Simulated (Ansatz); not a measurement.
**ZnH₂Cl₂ (built from SMILES Cl.[Cl][ZnH]): search for a transition state**

Aim: find the saddle point of a four-centre ligand exchange that is to form Zn1–Cl5, H2–H4 and break Zn1–H2, H4–Cl5, prove it by its vibrations, and relax downhill on both sides to see what it joins.

The runs use Ansatz 0.2.0, Gaussian basis; PBE0-D4, def2-SVP first, then def2-TZVP.

152 further runs of the same task are left out: 152 set aside as unsound or not needed.

## Step 1: Starting geometry

The guess: 5 atoms, charge 0, spin multiplicity 1.

Atoms are counted from 1 here; the program's logs count them from 0.

Bond lengths: Zn1–H2 1.782 Å, Zn1–Cl3 2.127 Å, Zn1–Cl5 2.353 Å. Angles: H2–Zn1–Cl3 148.1°, H2–Zn1–Cl5 78.2°, Cl3–Zn1–Cl5 129.3°.

Geometry (Å):

```xyz
5

Zn    0.0580   -0.6471   -0.1140
H     0.5185    0.3777    1.2697
Cl    0.5442   -2.2729   -1.3969
H    -0.0579    1.1812    0.8516
Cl   -1.0629    1.3611   -0.6104
```

Distances that are to change: Zn1–Cl5 2.35 Å, H2–H4 1.07 Å, Zn1–H2 1.78 Å, H4–Cl5 1.78 Å.

## Step 2: Relaxing the guess with the reacting distances held

hold/in.yaml reads:

```yaml
crystal:
  periodic: [false, false, false]
  atoms:
    - {symbol: Zn, position_ang: [0.058000, -0.647100, -0.114000]}
    - {symbol: H, position_ang: [0.518500, 0.377700, 1.269700]}
    - {symbol: Cl, position_ang: [0.544200, -2.272900, -1.396900]}
    - {symbol: H, position_ang: [-0.057900, 1.181200, 0.851600]}
    - {symbol: Cl, position_ang: [-1.062900, 1.361100, -0.610400]}
basis:
  gaussian: {orbitals: def2-SVP}
hamiltonian: {xc: pbe0, dispersion: d4}
relax: {f_tol: 0.04, max_steps: 150, escape_saddle: false, constraints: [{distance: [0, 4]}, {distance: [1, 3]}, {distance: [0, 1]}, {distance: [3, 4]}]}
```

On the command line:

```bash
> ansatz run in.yaml --threads 4 --pin off --events-out ev --progress --plain --max-ram 9574MiB
```

Further steps of the session: A starting Hessian; Saddle search in the small basis; Saddle search in triple zeta; Vibrations at the point found; Relaxing after a step of 0.30 Å one way along the mode; Relaxing after a step of 0.30 Å the other way along the mode.

**Question.** What will these runs give? Wanted: imaginary mode; barrier from the start side; barrier from the end side; energy of the step; pairs that change; zero-point energy at the saddle.

**Answer**, as computed:

```
                       quantity                                                       value
                 imaginary mode                                                   956i cm⁻¹
    barrier from the start side                                                    0.518 eV
      barrier from the end side                                                    1.443 eV
             energy of the step                                                   -0.925 eV
              pairs that change  Zn1–Cl5 formed, H2–H4 formed, Zn1–H2 broken, H4–Cl5 broken
zero-point energy at the saddle                                                    0.381 eV
```

**Reading.** The point has a single imaginary mode (956i cm⁻¹), as a transition state must. The two relaxations end on the structures that were planned. At PBE0-D4/def2-TZVP the electronic barrier is 0.518 eV, about 20 kT at 298 K, and the step runs 0.925 eV downhill. A step off the saddle overshot and began above it in energy, so the link to its end is likely but not proven. Lower complexes than these ends may exist.
